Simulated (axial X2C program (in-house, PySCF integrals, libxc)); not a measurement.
# SeCO: bond lengths and stretches, held linear

One table from this session's results is given with a row withheld; the runs are named, their logs left out.

Computed with an in-house X2C program for linear molecules on PySCF integrals. Level: all-electron X2C, two-component (2c) or spin-free, Se dyall-v3z, C dyall-v3z, O dyall-av3z.

All values are calculated.

1 further run of the same task is left out (set aside as unsound or not needed).

Set-up of the first run:

Contents of task.json:

```json
{"zs": [34, 6, 8], "q": 0, "bas": ["dyall-v3z", "dyall-v3z", "dyall-av3z"], "r0": [1.86, 1.15], "symm": 0, "scan": ["PBE0", "HF", "B3LYP"], "levels": ["PBE0", "HF", "r2SCAN"], "nst": 2}
```

Keys: zs atomic numbers; q charge; bas basis sets; r0 starting distance in Å; symm equal bonds; scan levels of the two-bond scan (MP2 follows by itself at each HF point); levels methods; nst determinants followed.

The run is started by

```
$ python solin.py task.json out
```

Masses Se 79.917, C 12.000, O 15.995 u.

Steps of the session up to this table: Scan at PBE0, 2c; Scan at HF, 2c; Scan at B3LYP, 2c.

One of the session's tables, all rows but one given; the rest of the session is left out.

```
           level  r(Se–C) (Å)  r(C–O) (Å)  lower stretch (cm⁻¹)  upper stretch (cm⁻¹)
        PBE0, 2c        1.706       1.150                 666.8                2115.2
          HF, 2c        1.728       1.117                 621.3                2247.7
       B3LYP, 2c        1.717       1.153                 647.3                2075.7
         MP2, 2c            ?           ?                     ?                     ?
 PBE0, spin-free        1.705       1.150                 668.1                2115.9
   HF, spin-free        1.727       1.117                 623.3                2248.4
B3LYP, spin-free        1.716       1.153                 648.7                2076.4
  MP2, spin-free        1.705       1.168                 684.0                2012.3
```

**Question.** Estimate the row for MP2, 2c.

**Answer.** r(Se–C) (Å): 1.706; r(C–O) (Å): 1.168; lower stretch (cm⁻¹): 683.0; upper stretch (cm⁻¹): 2011.9.

Scans not shown above were run alike.

MP2 freezes inner shells (threshold -2 hartree). The molecule was held linear; bending was not examined, so a bent shape may lie lower.
